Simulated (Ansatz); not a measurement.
# NaTiO2 (R-3m): equation of state with a fit, by script

Wanted for NaTiO2 (R-3m): an equation of state with a fit.

All numbers are computed with the Python package of Ansatz 0.2.0. Level of theory: DFT PBEsol, plane waves, PAW.

### 1 The structure

Symmetry: R-3m, No. 166, trigonal system. Conventional cell: a = 3.013 Å, b = 3.013 Å, c = 16.197 Å, α = 90.00°, β = 90.00°, γ = 120.00°. Around Na (site symmetry -3m) lie 6 O at 2.35 Å. Ti (site symmetry -3m) is surrounded by 6 O at 2.07 Å. O (site symmetry 3m) is surrounded by 3 Ti at 2.07 Å and 3 Na at 2.35 Å.

No structure file is read: the coordinates are typed or built in the script.

### 2 The script

eos.py

```python
'''Bulk modulus of NaTiO2 from an E(V) curve.'''

import ansatz as az
import numpy as np

vectors0 = np.array([
    [1.506591, 0.869831, 5.399045],
    [-1.506591, 0.869831, 5.399045],
    [0.0, -1.739662, 5.399045],
])
sites = [
    ('Na', (0.0, 0.0, 0.0)),
    ('Ti', (0.5, 0.5, 0.5)),
    ('O', (0.763804, 0.763804, 0.763804)),
    ('O', (0.236196, 0.236196, 0.236196)),
]


def build(cell):
    crystal = az.Crystal(lattice=az.Lattice.of(cell))
    for symbol, position in sites:
        crystal = crystal.atom(symbol, position)
    return crystal

# uniform scaling of the cell
volumes, energies, pressures = [], [], []
for scale in np.linspace(0.9, 1.1, 9):
    cell = vectors0 * scale ** (1 / 3)
    model = (
        build(cell).calculation()
        .functional('PBEsol')
        .occupations('fermi_dirac', width=0.1)  # fractional filling near the Fermi level
        .basis(500)  # cutoff of the orbital basis
        .kpoints(10, 10, 10)
        .stress()  # GPa
    )
    summary = model.run(threads=1, pin='off').report
    volumes.append(abs(np.linalg.det(cell)) / len(sites))
    energies.append(summary['free_energy_ev'] / len(sites))
    pressures.append(np.trace(summary['stress_gpa']) / 3)
    print(f'V = {volumes[-1]:8.4f} A^3/atom  F = {energies[-1]:.5f} eV/atom  P = {pressures[-1]:8.3f} GPa')

# third-order Birch-Murnaghan: a cubic in V^(-2/3)
x = np.array(volumes) ** (-2 / 3)
poly = np.polynomial.Polynomial.fit(x, energies, 3).convert()
roots = poly.deriv().roots()
x0 = min((r.real for r in roots if abs(r.imag) < 1e-9 and poly.deriv(2)(r.real) > 0), key=lambda r: abs(r - x.mean()))
v0 = x0 ** -1.5
b0 = 4 / 9 * poly.deriv(2)(x0) * v0 ** (-7 / 3) * 160.21766
b1 = 4 + 2 / 3 * x0 * poly.deriv(3)(x0) / poly.deriv(2)(x0)
print(f'V0 = {v0:.4f} A^3/atom, B0 = {b0:.1f} GPa, dB/dP = {b1:.2f}')
```

### 3 The run

Launch:

```console
> python eos.py
```

**Question.** Estimate the equilibrium volume and the bulk modulus.

As calculated:

```
                      quantity           value
                 runs compared               9
               range of energy  70.09 meV/atom
lowest point, volume (Å³/atom)          10.348
      equilibrium volume (fit)   10.37 Å³/atom
            bulk modulus (fit)         170 GPa
```

A third-order Birch-Murnaghan fit through the 9 points has its minimum at 10.37 Å³ an atom, 2.3 % below the typed cell, with a bulk modulus of 170 GPa and dB/dP = 4.4. From that minimum the energy rises by 39.8 meV an atom on the compressed side and 70.1 meV on the expanded side. Reading the output:
- The cell holds an odd number of electrons and is run without spin, so a magnetic state may lie lower.
- Shape and fractional positions are held along the curve, so the bulk modulus is an upper value where they are free to relax.
- For a metal this k-point mesh is coarse: on a finer one energies can move by several to tens of meV an atom and pressures by half a GPa or more, differences at one mesh by less.
- Pressure is positive in compression.
- This cell is a computed structure, which may not be the phase found in nature.
